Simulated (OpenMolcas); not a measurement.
**W³⁺ among point charges: CASSCF levels and susceptibility**

Aim: the splitting of the states of W³⁺ in the field of 5 point charges, its lowest levels with spin-orbit coupling and its magnetic susceptibility.

Program: OpenMolcas 26.06. Level of theory: state-averaged CASSCF, spin-orbit coupling by RASSI with atomic mean-field integrals. These are calculated values, not measurements, unless marked.

1 further run of the same task is left out (it didn't finish).

## 1. Starting point

| Quantity | Value |
| --- | --- |
| Species | W³⁺ (tungsten, Z = 74, 71 electrons) |
| Basis | ANO-RCC-VTZP [8s7p5d3f2g1h], 104 functions |
| Scalar Hamiltonian | DKH2, point nucleus |
| Inactive shells | 1s 2s 2p 3s 3p 3d 4s 4p 4d 4f 5s 5p |
| Active space | 3 electrons in 5 orbitals (5d) |
| Some configurations of this space | 5d³ |
| Orbitals | optimised for each spin and parity, averaged over all roots |

The outer shells:

5d3
```
5d [↑ ][↑ ][↑ ][  ][  ]
```

The ion sits among 5 point charges of -1.5 e arranged as a trigonal bipyramid (D3h), 1.9 Å from the ion, with the axial distance 1.862 Å. The active orbitals were held to one l.

Each step is its own input file, run in one work folder so that later steps find the files of earlier ones. Labels, J, g values, rates, χT and fits are worked out afterwards by a script from the matrices that RASSI stores.

## 2. One- and two-electron integrals

a.inp

```
&GATEWAY
Coord
1

W 0.0 0.0 0.0
Basis=ANO-RCC-VTZP
Group=NoSym
NoMove
AngMom=0.0 0.0 0.0
AMFI
XField
5 Angstrom 0
1.900000 0.000000 0.000000 -1.500000
-0.950000 1.645448 0.000000 -1.500000
-0.950000 -1.645448 0.000000 -1.500000
0.000000 0.000000 1.862000 -1.500000
0.000000 0.000000 -1.862000 -1.500000
&SEWARD
```

Started as:

```bash
> OMP_NUM_THREADS=1 MOLCAS_MEM=1689 MOLCAS_PROJECT=a pymolcas a.inp > a.log
```

## 3. Reference wave functions, quartets, 10 roots

a.inp

```
&RASSCF
FileOrb=start.orb
Symmetry=1
Spin=4
nActEl=3 0 0
Inactive=34
Ras2=5
CIRoot=10 10 1
SDav=10
CIMx=300
Iter=120 100
PrWF=0.3
OrbListing=Nothing
MaxOrb=0
SupSym
1
25 10 11 12 13 14 19 20 21 22 23 35 36 37 38 39 52 53 54 55 56 57 58 59
60 61
>>> COPY $Project.JobIph JOB001
```

start.orb holds the contracted functions of the basis, ordered by shell, or the orbitals of the step before.

## 4. Reference wave functions, doublets, 40 roots

a.inp

```
&RASSCF
FileOrb=start.orb
Symmetry=1
Spin=2
nActEl=3 0 0
Inactive=34
Ras2=5
CIRoot=40 40 1
SDav=40
CIMx=300
Iter=120 100
PrWF=0.3
OrbListing=Nothing
MaxOrb=0
SupSym
1
25 10 11 12 13 14 19 20 21 22 23 35 36 37 38 39 52 53 54 55 56 57 58 59
60 61
>>> COPY $Project.JobIph JOB002
```

## 5. RASSI: spin-orbit coupling between the states

a.inp

```
&RASSI
NrOfJobIphs=2 10 40
1 2 3 4 5 6 7 8 9 10
1 2 3 4 5 6 7 8 9 10 11 12 13 14 15 16 17 18 19 20 21 22 23 24 25 26 27
28 29 30 31 32 33 34 35 36 37 38 39 40
IphNames
JOB001
JOB002
EJob
SpinOrbit
DIPRint=1.0
SOCoupling=1000.0
Subsets=2
Property=9
'ANGMOM' 1 'ANGMOM' 2 'ANGMOM' 3 'MLTPL  1' 1 'MLTPL  1' 2 'MLTPL  1' 3
'AMFI' 1 'AMFI' 2 'AMFI' 3
SOProperty=3
'ANGMOM' 1 'ANGMOM' 2 'ANGMOM' 3
```

What does the calculation give? Wanted: spin-free ground state; first state of the same spin within the active space; lowest level; next level.

As calculated:

| quantity | value |
| --- | --- |
| method | CASSCF |
| spin-free ground state | 4E, 2-fold in its orbital part |
| first state of the same spin within the active space | 4E at 7320 cm⁻¹ |
| lowest level | 2-fold E1/2, g = 0.23, 0.23, 1.75 |
| next level | 1222.8 cm⁻¹ |
| χT at 300 K | 0.22 cm³ K/mol |
| effective moment at 300 K | 1.34 μB |

In words: The spin-free ground state (4E) comes to 100 % from free-ion F terms and keeps the highest spin of the shell. χT at 300 K is 0.22, against 1.88 cm³ K/mol for the spin alone, so spin-orbit coupling lowers it. The field of point charges can differ much from that of real complexes. This is an electrostatic model: the charges have no orbitals.
